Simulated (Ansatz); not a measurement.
Geometry optimisation, DFT PBEsol, scalar-relativistic, plane waves, PAW in Ansatz 0.2.0.

The input (input.yaml):

```yaml
crystal:
  lattice:
    - [0.0, 5.43, 5.43]
    - [5.43, 0.0, 5.43]
    - [5.43, 5.43, 0.0]
  atoms:
    - { symbol: Si, position: [0.0, 0.0, 0.0] }
    - { symbol: Si, position: [0.125, 0.125, 0.125] }
    - { symbol: Si, position: [0.0, 0.0, 0.5] }
    - { symbol: Si, position: [0.125, 0.125, 0.625] }
    - { symbol: Si, position: [0.0, 0.5, 0.0] }
    - { symbol: Si, position: [0.125, 0.625, 0.125] }
    - { symbol: Si, position: [0.0, 0.5, 0.5] }
    - { symbol: Si, position: [0.125, 0.625, 0.625] }
    - { symbol: Si, position: [0.5, 0.0, 0.0] }
    - { symbol: Si, position: [0.625, 0.125, 0.125] }
    - { symbol: Si, position: [0.5, 0.0, 0.5] }
    - { symbol: Si, position: [0.625, 0.125, 0.625] }
    - { symbol: Si, position: [0.5, 0.5, 0.0] }
    - { symbol: Si, position: [0.625, 0.625, 0.125] }
    - { symbol: Si, position: [0.5, 0.5, 0.5] }
    - { symbol: Si, position: [0.625, 0.625, 0.625] }
    - { symbol: As, position: [0.75005492, 0.76529238, 0.74796466], spin: 1.0 }
magnetization:
  spin_polarized: true
basis:
  ecutwfc: 420.0
kpoints:
  mp_grid: { grid: [2, 2, 2] }
hamiltonian:
  xc: pbesol
  pseudopotentials: { kind: paw, azcp: { folder: soft_1 } }
scf:
  occupations: { method: fermi_dirac, width: 0.05 }
  lower_state_search: "off"
relax:
  f_tol: 0.03
  max_steps: 60
  adjacent_minimum: "off"
```

Launched with:

```bash
$ ansatz run input.yaml --threads 2 --pin off --max-ram 5120MiB --backend cpu --events-out ev --progress --plain --runs-dir out
```

Where does it end, and by what steps?

It converged. Limits of this set-up: coarse k mesh, PAW files made for another functional, a small cell, in which the defect meets its images, a typed lattice constant that wasn't relaxed here. After 3 steps the energy has fallen by 0.412 eV; As17 moved furthest, 0.11 Å.

```json
{"step": "0", "energy less start (eV)": "0.0000", "largest force component (eV/Å)": "1.437", "accepted": "yes"}
{"step": "1", "energy less start (eV)": "-0.3629", "largest force component (eV/Å)": "0.493", "accepted": "yes"}
{"step": "2", "energy less start (eV)": "-0.4080", "largest force component (eV/Å)": "0.091", "accepted": "yes"}
{"step": "3", "energy less start (eV)": "-0.4117", "largest force component (eV/Å)": "0.027", "accepted": "yes"}
```

```xyz
17
Lattice="0.0000 5.4300 5.4300 5.4300 0.0000 5.4300 5.4300 5.4300 0.0000" Properties=species:S:1:pos:R:3
Si 0.013 -0.001 0.015
Si 1.355 1.352 1.355
Si 2.719 2.715 0.043
Si 4.086 4.083 1.349
Si 2.721 0.044 2.721
Si 4.094 1.339 4.095
Si 5.387 2.714 2.721
Si 6.746 4.117 4.117
Si 0.044 2.716 2.720
Si 1.348 4.084 4.087
Si 2.718 5.386 2.719
Si 4.120 6.740 4.120
Si 2.720 2.714 5.387
Si 4.117 4.116 6.747
Si 5.436 5.428 5.437
Si 6.747 6.746 6.747
As 8.148 8.142 8.148
```

Whether the end is a true minimum wasn't checked by a vibrational analysis.

The run took 66 s on 2 threads of Intel(R) Xeon(R) Processor @ 2.50GHz (Skylake/Cascade Lake), with other jobs on the host, peak memory 0.76 GiB.
